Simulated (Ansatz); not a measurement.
**CH4FNO2Si: how energies converge with the basis set**

The task here is to estimate one member of a computed series from the others.

The runs use Ansatz 0.2.0, Gaussian basis; one geometry, several basis sets.

Plan: PBE0-D4/def2-SVP; ωB97M-V/def2-SVP; PBE0-D4/def2-QZVPP; ωB97M-V/def2-QZVPP; the functionals' def2-TZVPP values are taken from earlier runs.

**The relaxed structure**

All runs share one geometry, relaxed beforehand with PBE0-D4 in a triple-zeta def2 set.

SMILES `O[Si@@H]1N[C@H](F)O1`, 10 atoms, charge 0, spin multiplicity 1.

Atoms are counted from 1 here; the program's logs count them from 0.

Bond lengths: O1–Si2 1.621 Å, O1–H7 0.960 Å, Si2–N3 1.712 Å, Si2–O6 1.678 Å, Si2–H8 1.470 Å, N3–C4 1.426 Å, N3–H9 1.002 Å, C4–F5 1.371 Å, C4–O6 1.404 Å, C4–H10 1.094 Å. Angles: Si2–O1–H7 117.4°, O1–Si2–N3 120.1°, O1–Si2–O6 117.6°, O1–Si2–H8 104.1°, N3–Si2–O6 79.4°, N3–Si2–H8 119.7°, O6–Si2–H8 115.3°, Si2–N3–C4 89.2°, Si2–N3–H9 143.5°, C4–N3–H9 123.2°, N3–C4–F5 112.7°, N3–C4–O6 99.9°, N3–C4–H10 116.5°, F5–C4–O6 109.9°, F5–C4–H10 106.0°, O6–C4–H10 111.9°, Si2–O6–C4 91.4°.

Set-up of the first run:

Contents of in.yaml:

```yaml
crystal:
  periodic: [false, false, false]
  atoms:
    - {symbol: O, position_ang: [-1.056606, -2.011645, -0.016312]}
    - {symbol: Si, position_ang: [0.054529, -0.913008, -0.447910]}
    - {symbol: N, position_ang: [0.682754, 0.174844, 0.715033]}
    - {symbol: C, position_ang: [0.158423, 1.260673, -0.046116]}
    - {symbol: F, position_ang: [-0.750384, 2.008354, 0.656331]}
    - {symbol: O, position_ang: [-0.494626, 0.547514, -1.063966]}
    - {symbol: H, position_ang: [-1.765281, -1.719666, 0.562185]}
    - {symbol: H, position_ang: [0.974159, -1.656994, -1.321353]}
    - {symbol: H, position_ang: [1.393214, 0.286793, 1.412941]}
    - {symbol: H, position_ang: [0.886918, 1.971834, -0.447835]}
basis:
  gaussian: {orbitals: def2-SVP}
hamiltonian: {xc: pbe0, dispersion: d4}
output: {orbitals: {seedname: orbitals}}
```

Started as:

```sh
$ ansatz run in.yaml --threads 4 --pin off --events-out ev --progress --plain --max-ram 10444MiB
```

Steps of the session up to this table: PBE0-D4 in def2-SVP; ωB97M-V in def2-SVP; PBE0-D4 in def2-QZVPP; ωB97M-V in def2-QZVPP.

One of the session's tables, all rows but one given; the rest of the session is left out.

It belongs to the step «Density functionals: the series». 

| functional | basis | HOMO (eV) | LUMO (eV) |
| --- | --- | --- | --- |
| PBE0-D4 | def2-SVP | -7.90 | 1.21 |
| PBE0-D4 | def2-TZVPP | ? | ? |
| PBE0-D4 | def2-QZVPP | -8.13 | 0.33 |
| ωB97M-V | def2-SVP | -10.28 | 3.07 |
| ωB97M-V | def2-TZVPP | -10.47 | 2.17 |
| ωB97M-V | def2-QZVPP | -10.53 | 1.55 |

Estimate the missing values for PBE0-D4, def2-TZVPP.

The run gave: HOMO (eV): -8.07; LUMO (eV): 0.60. In the column «HOMO (eV)» it lies between PBE0-D4, def2-QZVPP (-8.13) and PBE0-D4, def2-SVP (-7.90).
